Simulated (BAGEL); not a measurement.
# AlH2O2F (SMILES [OH][Al]([OH])[F]) at HF/STO-3G (density fitting with qzvpp-jkfit)

Aim: the vertical ionisation energy of AlH2O2F at HF/STO-3G (density fitting with qzvpp-jkfit), from 2 runs. 

Program for the calculation: BAGEL 1.2.2.

**1. The structure to begin with**

AlH2O2F has 6 atoms, charge 0, and is taken as a singlet. As SMILES, `[OH][Al]([OH])[F]`. The coordinates come from a PBE0-D4/def2-TZVP relaxation. This is one conformer, not always the lowest.

Bond lengths: O1–Al2 1.680 Å, Al2–O3 1.680 Å, Al2–F4 1.647 Å, O1–H5 0.955 Å, O3–H6 0.955 Å. Angles: O1–Al2–O3 118.5°, O1–Al2–F4 120.7°, O3–Al2–F4 120.7°, Al2–O1–H5 122.9°, Al2–O3–H6 122.9°.

**2. The energy at HF/STO-3G (density fitting with qzvpp-jkfit)**

File input.json:

```json
{ "bagel" : [

{
  "title" : "molecule",
  "basis" : "sto-3g",
  "df_basis" : "qzvpp-jkfit",
  "angstrom" : true,
  "geometry" : [
    { "atom" : "O", "xyz" : [   -0.572600,    1.327600,   -0.678800 ] },
    { "atom" : "Al", "xyz" : [   -0.045500,   -0.145500,   -0.067500 ] },
    { "atom" : "O", "xyz" : [    1.058000,   -0.139600,    1.199000 ] },
    { "atom" : "F", "xyz" : [   -0.598500,   -1.564400,   -0.695900 ] },
    { "atom" : "H", "xyz" : [   -1.198300,    1.397500,   -1.397100 ] },
    { "atom" : "H", "xyz" : [    1.399100,   -0.939600,    1.594000 ] }
  ]
},
{
  "title" : "hf"
},
{
  "title" : "print",
  "file" : "orbitals.molden",
  "orbitals" : true
}

]}
```

The run is started by

```bash
$ BAGEL_NUM_THREADS=1 BAGEL input.json > input.out
```

What it wrote:

```text
* using 1 threads per process

  ===============================================================
  ===============================================================

  *** Geometry ***

  { "atom" : "O", "xyz" : [     -1.082057,      2.508800,     -1.282746 ] },
  { "atom" : "Al", "xyz" : [     -0.085983,     -0.274955,     -0.127557 ] },
  { "atom" : "O", "xyz" : [      1.999330,     -0.263806,      2.265782 ] },
  { "atom" : "F", "xyz" : [     -1.131001,     -2.956288,     -1.315060 ] },
  { "atom" : "H", "xyz" : [     -2.264459,      2.640892,     -2.640136 ] },
  { "atom" : "H", "xyz" : [      2.643916,     -1.775587,      3.012223 ] },

  Number of auxiliary basis functions:      395

  Since a DF basis is specified, we compute 2- and 3-index integrals:
    o Being stored without compression. Storage requirement is 0.002 GB

  Number of basis functions:       26
  Number of electrons      :       40

    * METHOD: MOLECULE                             0.08

  *** RHF ***

  === Nuclear Repulsion ===
   161.3601372237

      * DIIS with orbital gradients will be used.

  === RHF iteration (sto-3g) ===
      0       -485.86400038          0.02407250           0.01
      1       -485.99139940          0.00517225           0.01
      2       -485.99707683          0.00102108           0.01
      3       -485.99740479          0.00020211           0.01
      4       -485.99742173          0.00006014           0.01
      5       -485.99742368          0.00001501           0.01
      6       -485.99742382          0.00000197           0.01
      7       -485.99742382          0.00000050           0.01
      8       -485.99742382          0.00000011           0.01
      9       -485.99742382          0.00000003           0.01
     10       -485.99742382          0.00000001           0.01
    * SCF iteration converged.

    * Permanent dipole moment:
           (    0.172272,     0.441917,     0.195910) a.u.

    * METHOD: HF                                   0.14

    * METHOD: PRINT                                0.00

  ===============================================================
```

Wall time 0.38 s (1 thread of Arm Neoverse V2, shared host).

**3. The doublet cation, same level**

File calc.json:

```json
{ "bagel": [

{
  "title": "molecule",
  "basis": "sto-3g",
  "df_basis": "qzvpp-jkfit",
  "angstrom": true,
  "geometry": [
    { "atom": "O", "xyz": [      -0.572600,       1.327600,      -0.678800 ] },
    { "atom": "Al", "xyz": [      -0.045500,      -0.145500,      -0.067500 ] },
    { "atom": "O", "xyz": [       1.058000,      -0.139600,       1.199000 ] },
    { "atom": "F", "xyz": [      -0.598500,      -1.564400,      -0.695900 ] },
    { "atom": "H", "xyz": [      -1.198300,       1.397500,      -1.397100 ] },
    { "atom": "H", "xyz": [       1.399100,      -0.939600,       1.594000 ] }
  ]
},

{ "title": "uhf", "charge": 1, "nopen": 1 },

{ "title": "print", "file": "orbitals.molden", "orbitals": true }

]}
```

The run is started by

```bash
$ BAGEL_NUM_THREADS=1 BAGEL calc.json > calc.out
```

What it wrote:

```text
* using 1 threads per process

  ===============================================================
  ===============================================================

  *** Geometry ***

  { "atom" : "O", "xyz" : [     -1.082057,      2.508800,     -1.282746 ] },
  { "atom" : "Al", "xyz" : [     -0.085983,     -0.274955,     -0.127557 ] },
  { "atom" : "O", "xyz" : [      1.999330,     -0.263806,      2.265782 ] },
  { "atom" : "F", "xyz" : [     -1.131001,     -2.956288,     -1.315060 ] },
  { "atom" : "H", "xyz" : [     -2.264459,      2.640892,     -2.640136 ] },
  { "atom" : "H", "xyz" : [      2.643916,     -1.775587,      3.012223 ] },

  Number of auxiliary basis functions:      395

  Since a DF basis is specified, we compute 2- and 3-index integrals:
    o Being stored without compression. Storage requirement is 0.002 GB

  Number of basis functions:       26
  Number of electrons      :       40

    * METHOD: MOLECULE                             0.08

  *** Open-shell HF ***

  === Nuclear Repulsion ===
   161.3601372237

      * DIIS with orbital gradients will be used.

  === UHF iteration (sto-3g) ===
      0       -485.62992223          0.03604582           0.02
      1       -485.72893049          0.00858125           0.02
      2       -485.73716959          0.00284182           0.02
      3       -485.73911872          0.00145401           0.02
      4       -485.74015598          0.00044681           0.02
      5       -485.74027537          0.00007634           0.02
      6       -485.74027977          0.00003990           0.02
      7       -485.74028155          0.00003749           0.02
      8       -485.74028208          0.00004274           0.02
      9       -485.74028097          0.00001964           0.02
     10       -485.74028104          0.00000410           0.02
     11       -485.74028134          0.00000194           0.02
     12       -485.74028151          0.00000128           0.02
     13       -485.74028160          0.00000047           0.02
     14       -485.74028160          0.00000009           0.02
     15       -485.74028160          0.00000004           0.02
     16       -485.74028160          0.00000002           0.02
     17       -485.74028160          0.00000002           0.02
     18       -485.74028160          0.00000002           0.02
     19       -485.74028160          0.00000001           0.02
     20       -485.74028160          0.00000001           0.02
     21       -485.74028160          0.00000001           0.02
    * SCF iteration converged.

    * S^2 (UHF) is 0.8575

    * Permanent dipole moment:
           (   -0.194228,    -0.499436,    -0.220668) a.u.

    * METHOD: UHF                                  0.42

    * METHOD: PRINT                                0.00

  ===============================================================
```

Run time: 0.66 s. Hardware: 1 thread of Arm Neoverse V2, shared host.

**4. Results**

Level: HF/STO-3G (density fitting with qzvpp-jkfit).

| quantity | value |
| --- | --- |
| singlet AlH2O2F: total energy | -485.99742 Eh |
| singlet AlH2O2F: dipole moment | 1.30 D |
| singlet AlH2O2F: HOMO energy | -8.84 eV |
| singlet AlH2O2F: LUMO energy | 10.65 eV |
| singlet AlH2O2F: HOMO–LUMO gap | 19.50 eV |
| doublet cation: total energy | -485.74028 Eh |
| doublet cation: ⟨S²⟩ | 0.858 |
| vertical ionisation energy (to the doublet cation) | 6.997 eV |

In words: The vertical ionisation energy comes to 7.00 eV (161 kcal/mol). The negative HOMO energy of the first species, 8.84 eV, lies 1.85 eV above that difference. In a minimal basis such a difference can be off by several eV, whatever the method. ⟨S²⟩ (doublet cation) is 0.86 where a pure doublet has 0.75: the reference is spin-contaminated.
